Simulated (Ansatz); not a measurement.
# BrTl (Tl(Br)): the cost of one run

The runs use Ansatz 0.2.0; DFT PBE, plane waves, PAW, molecule in a box with 9 Å of vacuum.

3 further runs of the same task are left out: 2 for a known fault of the program, 1 that didn't finish.

### Step 1. Starting geometry

2 atoms, charge 0, spin multiplicity 1.

Bond lengths: Tl1–Br2 2.694 Å.

As a file:

```mol
BrTl
  3D, bonds by distance, orders not assigned

  2  1  0  0  0  0  0  0  0  0999 V2000
    0.0000    0.0000   -0.7067 Tl  0  0
    0.0000   -0.0000    1.9868 Br  0  0
  1  2  8  0
M  END
```

Formal oxidation states: Tl +1. An earlier session relaxed this geometry at B3LYP, Tl def2-SVP with ECP60, Br def2-SVP (singlet, point group C∞v).

### Step 2. Scalar-relativistic

input.yaml reads:

```yaml
crystal:
  lattice:
    - [9.0, 0.0, 0.0]
    - [0.0, 9.0, 0.0]
    - [0.0, 0.0, 11.69]
  atoms:
    - { symbol: Tl, position: [0.5, 0.5, 0.3849444] }
    - { symbol: Br, position: [0.5, 0.5, 0.61535586] }
basis:
  ecutwfc: 420
  ecutrho_ratio: 4
kpoints:
  mp_grid: { grid: [1, 1, 1] }
hamiltonian:
  xc: pbe
scf:
  occupations: { method: gaussian, width: 0.01 }
output:
  forces: true
  eigenvalues: true
  populations: true
```

The run is started by

```sh
$ ansatz run input.yaml --threads 2 --pin off --max-ram 5120MiB --backend cpu --events-out ev --progress --plain --runs-dir out
```

Q: Estimate wall time and peak memory on 2 threads of Arm Neoverse V1, shared host.

About 1.6 s, with a peak of 0.59 GiB.
